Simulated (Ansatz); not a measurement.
# GeW: the cost of one run

The runs use Ansatz 0.2.0, Gaussian basis; def2-SVP, all electrons in the functionals, frozen cores in the correlation of double hybrids and RPA.

To be run: wB97M-V, B2PLYP, RPA-PBE, at charge 0, quintet; charge 0, triplet; charge 0, septet; charge 1, quartet; charge 1, sextet.

15 further runs of the same task are left out: 3 for a known fault of the program, 4 that didn't finish, 8 set aside as unsound or not needed. Runs told in other sessions of the task aren't counted.

## (1) The geometry

The geometry is a PBE0/def2-TZVP stationary point (not a proven minimum). No spin-orbit coupling is included. Elements past krypton take def2 core potentials. The filled d shell of Ge may be among the frozen orbitals whatever the setting's name suggests.

2 atoms, charge 0, spin multiplicity 5.

Atoms are counted from 1 here; the program's logs count them from 0.

Bond lengths: W1–Ge2 2.413 Å.

No dispersion term is added; wB97M-V holds VV10 nonlocal correlation.

The geometry shown and the zero of energy belong to the point charge 0, quintet. The yardstick, UCCSD(T), and other wave-function levels (R restricted, U unrestricted, valence and pair active spaces) come from earlier runs.

## (2) wB97M-V, charge 0, quintet

File in.yaml:

```yaml
crystal:
  periodic: [false, false, false]
  atoms:
    - {symbol: W, position_ang: [0.000000, 0.000000, 0.000000]}
    - {symbol: Ge, position_ang: [0.000000, 0.000000, 2.413000]}
basis:
  gaussian: {orbitals: def2-SVP}
magnetization: {spin_polarized: true, initial_magnetization: 4}
hamiltonian: {xc: {name: wB97M-V}}
output: {orbitals: {seedname: orbitals}}
```

Command:

```console
ansatz run in.yaml --threads 1 --pin off --events-out ev --progress --plain --max-ram 2393MiB
```

Q: Estimate wall time and peak memory on 1 thread of Intel Xeon Platinum 8259CL at 2.50GHz, shared host.

About 21 s, with a peak of 0.35 GiB.
